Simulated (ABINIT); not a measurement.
Crystal: ZrO.

```xyz
2
Lattice="1.8266 -2.9188 0.0000 1.8266 2.9188 0.0000 0.0000 0.0000 2.6199" Properties=species:S:1:pos:R:3 pbc="T T T"
Zr    0.0000    0.0000    0.0000
O     1.8266    0.0000    0.0000
```

The cell was built by a generator and needn't be a form met in nature.

* Program: ABINIT 10.8.3 (patched build)
* Task: single point
* Functional: PBE
* Potentials or basis: JTH PAW PBE v2.0
* Cutoff: 626 eV
* k mesh: 9 × 9 × 10
* Occupations: fermi-dirac, width 0.05 eV
* Spin: no spin polarisation

On this cell: pressure 61.3 GPa; largest force under 0.003 eV/Å; band gap on the k mesh none (metal or under the smearing width).

The same run follows on a disturbed copy (atoms moved at random, drawn with an rms of 0.05 Å):

```
Zr O
1.0
     1.82664   -2.91885    0.00000
     1.82664    2.91885    0.00000
     0.00000    0.00000    2.61994
Zr O
1 1
Direct
  0.99234 0.00362 0.98560
  0.51169 0.50081 0.00469
```

**Question.** What does the disturbed cell give?

**Answer.** The energy (extrapolated to zero smearing) moves by -15.4 meV/atom; pressure 60.5 GPa; largest force 1.915 eV/Å; band gap on the k mesh none (metal or under the smearing width).

Forces on the atoms (eV/Å):
```
Zr   1.406  1.196 -0.508
O   -1.406 -1.196  0.508
```

Stress tensor (GPa, compression positive):
```
139.76   0.55  -0.35
  0.55   0.24  -0.28
 -0.35  -0.28  41.51
```

The energy falls, though the first cell shows no forces: that form is unstable against this distortion, unless noise or another electronic state is at work.

Caveats: the atomic spheres overlap; a pressure of tens of GPa on the cell as given is suspect, and the run, the potentials or the cell itself is likely at fault (some runs); the cell as given lies far from equilibrium (some runs).
